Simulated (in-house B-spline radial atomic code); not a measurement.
# Ru³⁺ in a hard spherical wall

Wanted: the cost of confining Ru³⁺, radius by radius. More than one configuration is followed.

Program: in-house B-spline radial atomic code version 1. Level of theory: non-relativistic LDA (Slater, VWN5), spherical fractional occupations, point nucleus, basis-set limit. These are calculated values, not measurements, unless marked.

## Step 1: What is computed

```
element       : ruthenium (Z = 44)
charge        : +3
electrons     : 41
configuration : [Kr] 4d5
Hamiltonian   : non-relativistic
nucleus       : point
```

Outer shells as boxes (Hund's rule):

[Kr] 4d5
```
[Kr] core
4d [↑ ][↑ ][↑ ][↑ ][↑ ]
```

The boxes only draw the filling; these runs are spin-restricted and spherical.

## Step 2: Reference run without a wall

Settings, as recorded:

```ini
Z = 44
electrons = 41.0
configuration = [Kr] 4d5
hamiltonian = nr
method = lda,vwn
spin_polarised = False
```

## Step 3: Wall at 9.79 bohr, configuration [Kr] 4d5

Changes to the settings of step 2:

```diff
@@ -6 +6,2 @@
 spin_polarised = False
+wall_radius = 9.79
```

## Step 4: Wall at 4.08 bohr, configuration [Kr] 4d5

Changes to the settings of step 3:

```diff
@@ -6,2 +6,2 @@
 spin_polarised = False
-wall_radius = 9.79
+wall_radius = 4.08
```

## Step 5: Wall at 2.46 bohr, configuration [Kr] 4d5

Changes to the settings of step 4:

```diff
@@ -6,2 +6,2 @@
 spin_polarised = False
-wall_radius = 4.08
+wall_radius = 2.46
```

## Step 6: Wall at 1.43 bohr, configuration [Kr] 4d5

Changes to the settings of step 5:

```diff
@@ -6,2 +6,2 @@
 spin_polarised = False
-wall_radius = 2.46
+wall_radius = 1.43
```

## Step 7: Wall at 9.79 bohr, configuration [Ar] 3d10 4s2 4p5 4d6

Settings, as recorded:

```ini
Z = 44
electrons = 41.0
configuration = [Ar] 3d10 4s2 4p5 4d6
hamiltonian = nr
method = lda,vwn
spin_polarised = False
wall_radius = 9.79
```

## Step 8: Wall at 4.08 bohr, configuration [Ar] 3d10 4s2 4p5 4d6

Changes to the settings of step 7:

```diff
@@ -6,2 +6,2 @@
 spin_polarised = False
-wall_radius = 9.79
+wall_radius = 4.08
```

## Step 9: Wall at 2.46 bohr, configuration [Ar] 3d10 4s2 4p5 4d6

Changes to the settings of step 8:

```diff
@@ -6,2 +6,2 @@
 spin_polarised = False
-wall_radius = 4.08
+wall_radius = 2.46
```

## Step 10: Wall at 1.43 bohr, configuration [Ar] 3d10 4s2 4p5 4d6

Changes to the settings of step 9:

```diff
@@ -6,2 +6,2 @@
 spin_polarised = False
-wall_radius = 2.46
+wall_radius = 1.43
```

## Step 11: Wall at 9.79 bohr, configuration [Kr] 4d4 4f1

Settings, as recorded:

```ini
Z = 44
electrons = 41.0
configuration = [Kr] 4d4 4f1
hamiltonian = nr
method = lda,vwn
spin_polarised = False
wall_radius = 9.79
```

## Step 12: Wall at 4.08 bohr, configuration [Kr] 4d4 4f1

Changes to the settings of step 11:

```diff
@@ -6,2 +6,2 @@
 spin_polarised = False
-wall_radius = 9.79
+wall_radius = 4.08
```

## Step 13: Wall at 2.46 bohr, configuration [Kr] 4d4 4f1

Changes to the settings of step 12:

```diff
@@ -6,2 +6,2 @@
 spin_polarised = False
-wall_radius = 4.08
+wall_radius = 2.46
```

## Step 14: Wall at 1.43 bohr, configuration [Kr] 4d4 4f1

Changes to the settings of step 13:

```diff
@@ -6,2 +6,2 @@
 spin_polarised = False
-wall_radius = 2.46
+wall_radius = 1.43
```

What do the energy and the highest level do as the wall closes in, and which configuration is lower at each radius?

The runs gave:

| configuration | radius (bohr) | energy above the free system (eV) | pressure (GPa) | highest level (eV) |
| --- | --- | --- | --- | --- |
| [Kr] 4d5 | 9.79 | below noise | 1.28e-07 | -38.024 (4d) |
| [Kr] 4d5 | 4.08 | 0.493 | 6.55 | -37.553 (4d) |
| [Kr] 4d5 | 2.46 | 33.513 | 1333 | -25.534 (4d) |
| [Kr] 4d5 | 1.43 | 790.58 | 113293 | 88.571 (4d) |
| [Ar] 3d10 4s2 4p5 4d6 | 9.79 | 41.894 | 1.01e-07 | -39.063 (4d) |
| [Ar] 3d10 4s2 4p5 4d6 | 4.08 | 42.410 | 6.98 | -38.592 (4d) |
| [Ar] 3d10 4s2 4p5 4d6 | 2.46 | 77.836 | 1413 | -26.256 (4d) |
| [Ar] 3d10 4s2 4p5 4d6 | 1.43 | 851.10 | 114388 | 88.656 (4d) |
| [Kr] 4d4 4f1 | 9.79 | 29.785 | 0.0148 | -12.481 (4f) |
| [Kr] 4d4 4f1 | 4.08 | 35.035 | 27.3 | -5.352 (4f) |
| [Kr] 4d4 4f1 | 2.46 | 80.864 | 1521 | 21.073 (4f) |
| [Kr] 4d4 4f1 | 1.43 | 847.20 | 112185 | 145.24 (4f) |

**Reading.** For [Kr] 4d5 the energy above the free reference is below noise at 9.79 bohr and 790.58 eV at 1.43 bohr, where the electrons press on it with 113293 GPa. Its highest level passes zero between 2.46 and 1.43 bohr; in smaller spheres the level is positive, pushed up by confinement, and the wall keeps the electron in. Of [Kr] 4d5 and [Ar] 3d10 4s2 4p5 4d6, the first stays lower at every radius that both share. At 1.43 bohr the lowest of all 3 is [Kr] 4d5. A hard wall is a crude model of an atom's surroundings.
